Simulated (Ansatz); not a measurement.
# C₂H₉InOSi: how energies converge with the basis set

An exercise on one series of results from a longer session: the logs are not shown, and one member is left open.

Program: Ansatz 0.2.0, Gaussian basis. Level of theory: one geometry, several basis sets. These are calculated values, not measurements.

The runs, in order: PBE0-D4/def2-SVP; ωB97M-V/def2-SVP; PBE0-D4/def2-QZVPP; ωB97M-V/def2-QZVPP; the functionals' def2-TZVPP values are taken from earlier runs.

## The geometry

An earlier PBE0-D4 in a triple-zeta def2 set relaxation fixed the geometry. In takes the def2 core potential; no spin-orbit term is included.

SMILES `C[C](O)([SiH3])[InH2]`, 14 atoms, charge 0, spin multiplicity 1.

Atoms are counted from 1 here; the program's logs count them from 0.

Bond lengths: C1–C2 1.515 Å, C1–H6 1.094 Å, C1–H7 1.094 Å, C1–H8 1.100 Å, C2–O3 1.450 Å, C2–Si4 1.876 Å, C2–In5 2.202 Å, O3–H9 0.965 Å, Si4–H10 1.497 Å, Si4–H11 1.486 Å, Si4–H12 1.491 Å, In5–H13 1.728 Å, In5–H14 1.723 Å. Angles: C2–C1–H6 111.8°, C2–C1–H7 111.2°, C2–C1–H8 111.3°, H6–C1–H7 107.9°, H6–C1–H8 107.5°, H7–C1–H8 106.9°, C1–C2–O3 110.9°, C1–C2–Si4 113.9°, C1–C2–In5 113.1°, O3–C2–Si4 110.3°, O3–C2–In5 94.4°, Si4–C2–In5 112.6°, C2–O3–H9 109.3°, C2–Si4–H10 110.8°, C2–Si4–H11 110.6°, C2–Si4–H12 109.8°, H10–Si4–H11 108.3°, H10–Si4–H12 108.4° and more.

The first run:

in.yaml reads:

```yaml
crystal:
  periodic: [false, false, false]
  atoms:
    - {symbol: C, position_ang: [-1.260834, -0.191586, 0.885877]}
    - {symbol: C, position_ang: [0.028222, 0.162307, 0.173588]}
    - {symbol: O, position_ang: [0.759440, 1.179755, 0.903448]}
    - {symbol: Si, position_ang: [1.135838, -1.311884, -0.171446]}
    - {symbol: In, position_ang: [-0.284312, 1.421209, -1.605615]}
    - {symbol: H, position_ang: [-1.895288, 0.687130, 1.038272]}
    - {symbol: H, position_ang: [-1.837303, -0.928305, 0.318495]}
    - {symbol: H, position_ang: [-1.062691, -0.631783, 1.874571]}
    - {symbol: H, position_ang: [0.917183, 0.873879, 1.804790]}
    - {symbol: H, position_ang: [1.536025, -1.985745, 1.103510]}
    - {symbol: H, position_ang: [2.369568, -0.883111, -0.880506]}
    - {symbol: H, position_ang: [0.410544, -2.300864, -1.020157]}
    - {symbol: H, position_ang: [-1.673753, 2.446034, -1.528927]}
    - {symbol: H, position_ang: [0.857361, 1.462965, -2.895888]}
basis:
  gaussian: {orbitals: def2-SVP}
hamiltonian: {xc: pbe0, dispersion: d4}
output: {orbitals: {seedname: orbitals}}
```

Among the steps run: PBE0-D4 in def2-SVP; ωB97M-V in def2-SVP; PBE0-D4 in def2-QZVPP; ωB97M-V in def2-QZVPP.

One of the session's tables, all rows but one given; the rest of the session is left out.

It belongs to the step «Density functionals: the series». 

```
functional       basis  HOMO (eV)  LUMO (eV)
   PBE0-D4    def2-SVP      -6.58      -1.51
   PBE0-D4  def2-TZVPP      -6.64      -1.61
   PBE0-D4  def2-QZVPP      -6.66      -1.63
   ωB97M-V    def2-SVP          ?          ?
   ωB97M-V  def2-TZVPP      -8.78      -0.15
   ωB97M-V  def2-QZVPP      -8.79      -0.20
```

Q: Estimate the row for ωB97M-V, def2-SVP from the others.

As computed: HOMO (eV): -8.69; LUMO (eV): 0.06. In the column «HOMO (eV)» it lies between ωB97M-V, def2-TZVPP (-8.78) and PBE0-D4, def2-QZVPP (-6.66).
